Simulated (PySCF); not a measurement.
**A diatomic session: InSi+**

An exercise on one series of results from a longer session: the logs are not shown, and one member is left open.

Computed with PySCF 2.14.0. Level: In x2c-SVPall, Si x2c-SVPall, spin-free X2C with a Gaussian nucleus.

Set-up of the first run:

The job is set up so:

```json
{
 "atoms": "In, Si",
 "charge": "1",
 "basis": "In x2c-SVPall, Si x2c-SVPall",
 "Hamiltonian": "spin-free X2C with a Gaussian nucleus",
 "basis functions": "54",
 "electrons treated": "62",
 "masses in u": "114.9039, 27.9769",
 "levels": "PBE0, PBE, r²SCAN, PW91, TPSSh, M06, CAM-B3LYP, HF, MP2, SCS-MP2, CCSD, CCSD(T)",
 "grid": "80 radial by 434 angular points",
 "occupations": "held fixed by the projection of orbital angular momentum",
 "dissociation limit": "In+ + Si, each in its ground configuration",
 "starting distance in angstrom": "2.605",
 "values of 2S to try": "0, 2"
}
```

Launch:

```sh
$ OMP_NUM_THREADS=1 python dia.py task.json out
```

Among the steps run: Input; The PBE0 curve of the state that the search chose; Other states along the same grid; PBE; r²SCAN; PW91; TPSSh (hybrid meta-GGA); M06 (hybrid meta-GGA); CAM-B3LYP (range-separated hybrid); UHF (mean field); Correlated methods on the Hartree–Fock reference.

One of the session's tables, all rows but one given; the rest of the session is left out.

Energy (eV) from each level's lowest point:

| R (Å) | UHF | UHF-MP2 | UHF-SCS-MP2 | UHF-CCSD | UHF-CCSD(T) |
| --- | --- | --- | --- | --- | --- |
| 2.665 | 0.434 | 0.280 | 0.318 | n/a | n/a |
| 2.789 | 0.255 | 0.140 | 0.169 | 0.151 | 0.134 |
| 2.913 | 0.140 | 0.059 | 0.079 | 0.065 | 0.054 |
| 3.006 | 0.082 | 0.025 | 0.038 | 0.028 | 0.021 |
| 3.099 | 0.043 | 0.007 | 0.014 | 0.008 | 0.005 |
| 3.192 | 0.019 | 0.000 | 0.002 | 0.000 | 0.000 |
| 3.316 | 0.002 | 0.005 | 0.000 | 0.003 | 0.007 |
| 3.471 | ? | ? | ? | ? | ? |
| 3.657 | 0.016 | 0.062 | 0.043 | 0.058 | 0.071 |
| 3.905 | 0.053 | 0.123 | 0.096 | n/a | n/a |

**Question.** Estimate the row for R (Å) = 3.471.

Worked estimate for «UHF». A straight line through the neighbours (3.316, 0.002) and (3.657, 0.016) gives 0.002 + (0.016 − 0.002) × (3.471 − 3.316) / (3.657 − 3.316) = 0.008; a parabola fitted to 4 rows on both sides gives 0.003.

As computed: UHF: 0.000; UHF-MP2: 0.025; UHF-SCS-MP2: 0.013; UHF-CCSD: 0.022; UHF-CCSD(T): 0.030. In «UHF» the line misses by +0.008 and the parabola by +0.003.

Limits of these values: Lowest PBE0 solution found, without spin–orbit coupling: ³Π (triplet), unpaired electrons σ ↑, π ↑. Warnings in the runs' records: inverted.
